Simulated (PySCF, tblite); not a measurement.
# C₈H₅OP: geometry, infrared bands and NMR shifts

What infrared bands and NMR shifts should C₈H₅OP (`C#Cc1ccpc(C=O)c1`) show?

Programs: tblite 0.8.0 and PySCF 2.14.0, with density-fitted response routines of our own. Each step states its level of theory. These are calculated values for one molecule in the gas phase, unless marked as measured. Atoms count from 0, in the outputs and in this text.

## Step 1: The starting structure

15 atoms, charge 0, multiplicity 1; geometry from: force field or distance geometry start.

Bonds of the start (Å): C0–C1 1.21, C1–C2 1.48, C2–C3 1.36, C3–C4 1.39, C4–P5 1.74, P5–C6 1.74, C6–C7 1.47, C7–O8 1.23, C6–C9 1.37, C9–C2 1.35, C0–H10 1.07, C3–H11 1.11, C4–H12 1.08, C7–H13 1.10, C9–H14 1.11.

## Step 2: Relaxing the molecule with GFN2-xTB

The job: settings as JSON, then the geometry in Å.

```
{"job": {"kind": "relax", "xc": "GFN2-xTB", "basis": "xTB"}, "charge": 0, "multiplicity": 1}
C     -2.572500     2.210300    -0.513300
C     -1.791600     1.310300    -0.316600
C     -0.813800     0.231800    -0.061500
C     -1.350500    -0.990000     0.175700
C     -0.621700    -2.138600     0.443900
P      1.110700    -1.947900     0.425600
C      1.546000    -0.297300     0.086800
C      2.952900     0.110800     0.035000
O      3.347900     1.251500    -0.201900
C      0.491100     0.562200    -0.105300
H     -3.276700     2.987000    -0.706800
H     -2.448500    -1.136300     0.194500
H     -1.073000    -3.100600     0.640800
H      3.716900    -0.661300     0.202700
H      0.778300     1.616000    -0.321500
```

Launch:

```sh
$ OMP_NUM_THREADS=1 python probes_run.py task.json out
```

The driver reads the jobs from task.json and runs them one after another.

**Question.** This job is followed by: GFN2-xTB harmonic vibrations, gas phase; GIAO PBE0/pcSseg-1 NMR shielding, non-relativistic, gas phase. What will the session give for the following? strongest single infrared mode (GFN2-xTB); zero-point energy (GFN2-xTB); 13C shifts against TMS (PBE0/pcSseg-1); 1H shifts against TMS (PBE0/pcSseg-1); 31P shifts against H3PO4 (PBE0/pcSseg-1); 17O shifts against H2O (PBE0/pcSseg-1).

**Answer**, as computed:

| quantity | value |
| --- | --- |
| strongest single infrared mode (GFN2-xTB) | 1738 cm⁻¹, 438 km/mol |
| zero-point energy (GFN2-xTB) | 61.9 kcal/mol |
| 13C shifts against TMS (PBE0/pcSseg-1) | 196.1, 174.0, 164.5, 146.3, 145.1, 128.6, 93.1, 89.4 ppm |
| 1H shifts against TMS (PBE0/pcSseg-1) | 10.41, 9.45, 9.26, 8.46, 3.19 ppm |
| 31P shifts against H3PO4 (PBE0/pcSseg-1) | 275.1 ppm |
| 17O shifts against H2O (PBE0/pcSseg-1) | 660.2 ppm |

Relaxing lowered the energy by 0.601 eV in 27 steps; the close pair that moved most is C1–C2, from 1.478 to 1.415 Å. No mode is imaginary among the 39: a minimum at this level. The strongest single mode, at 1738 cm⁻¹, moves mainly C7 and O8. GFN2-xTB is a fitted tight-binding method: band positions and strengths are rough. Its intensities can rank the bands wrongly. C7 (aldehyde carbonyl carbon) lies farthest downfield among carbon, at 196.1 ppm; the double bond to the heteroatom, with no lone-pair donor beside it, deshields it most. The most deshielded hydrogen is H13 (hydrogen on an aldehyde carbonyl carbon), at 10.41 ppm: the formyl region, downfield of aromatic protons. At PBE0/pcSseg-1: The widest tensor belongs to O8: span 1355 ppm, with a paramagnetic part of -726 ppm. NICS(1)zz of -24 ppm above the planar ring from C2 marks a diatropic (aromatic) ring current.
